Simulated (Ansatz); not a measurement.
# Co (P6_3/mmc): magnetic orders compared

An exercise on one series of results from a longer session: the logs are not shown, and one member is left open.

Computed with Ansatz 0.2.0 (DFT r²SCAN, scalar-relativistic, plane waves, PAW, unless a step's input says otherwise).

**Starting point**

It takes space group P6_3/mmc (No. 194, hexagonal). The conventional cell has a = 2.472 Å, b = 2.472 Å, c = 4.016 Å, α = 90.00°, β = 90.00°, γ = 120.00°. Co (site symmetry -6m2) is surrounded by 12 Co at 2.46 to 2.47 Å.

As a file:

```xyz
2
Lattice="2.4724 0.0000 0.0000 -1.2362 2.1412 0.0000 0.0000 0.0000 4.0163" Properties=species:S:1:pos:R:3 pbc="T T T"
Co    0.0000    1.4274    1.0041
Co    1.2362    0.7137    3.0122
```

An earlier run at r²SCAN left this cell at 10.631 Å³/atom and 0.01 GPa (20×20×12 mesh).

Set-up of the first run:

input.yaml

```yaml
crystal:
  lattice:
    - [2.4724009972, 0.0, 0.0]
    - [-1.2362004986, 2.1411620719, 0.0]
    - [0.0, 0.0, 4.0163086812]
  atoms:
    - { symbol: Co, position: [0.3333333333, 0.6666666667, 0.25], spin: 1.5 }
    - { symbol: Co, position: [0.6666666667, 0.3333333333, 0.75], spin: -1.5 }
basis:
  ecutwfc: 500
  ecutrho_ratio: 4
kpoints:
  mp_grid: { grid: [20, 20, 12] }
hamiltonian:
  xc: r2scan
scf:
  occupations: { method: gaussian, width: 0.05 }
  lower_state_search: "off"
output:
  forces: true
  stress: true
  eigenvalues: true
  populations: true
magnetization:
  spin_polarized: true
```

Started as:

```sh
> ansatz run input.yaml --threads 2 --pin off --max-ram 5120MiB --backend cpu --events-out ev --progress --plain --runs-dir out
```

Among the steps run: Antiferromagnetic, in the cell as typed; Ferromagnetic, larger cell; Antiferromagnetic, propagation vector (0, 0, 1/2); Antiferromagnetic, propagation vector (0, 1/2, 0); Antiferromagnetic, propagation vector (0, 1/2, 1/2); No spin polarisation.

One table of the session follows, with a row left open; its other results are not shown here.

| order | above the lowest (meV/atom) | largest moment (μB) |
| --- | --- | --- |
| ferromagnetic | 0.0 | 1.89 |
| antiferromagnetic, in the cell as typed | 313.9 | 1.74 |
| antiferromagnetic, propagation vector (0, 0, 1/2) | ? | ? |
| antiferromagnetic, propagation vector (0, 1/2, 0) (1) | 372.6 | 1.61 |
| antiferromagnetic, propagation vector (0, 1/2, 0) (2) | 323.9 | 1.70 |
| antiferromagnetic, propagation vector (0, 1/2, 1/2) | 376.1 | 1.50 |
| no spin polarisation | 544.0 | 0.00 |

Q: Estimate the row for antiferromagnetic, propagation vector (0, 0, 1/2) from the others.

**Answer.** above the lowest (meV/atom): 173.9; largest moment (μB): 1.83. In the column «above the lowest (meV/atom)» it lies between ferromagnetic (0.0) and antiferromagnetic, in the cell as typed (313.9).

The first row is the run of the earlier session that started with parallel moments (-5131.5277 eV/atom). A larger cell is measured against the parallel state in that same cell where that was run, so that mesh errors cancel.

Limits of these values: Only these orders were tried, at zero temperature; the one found in experiment may not be among them. Warnings in the runs' records: stability check not made.
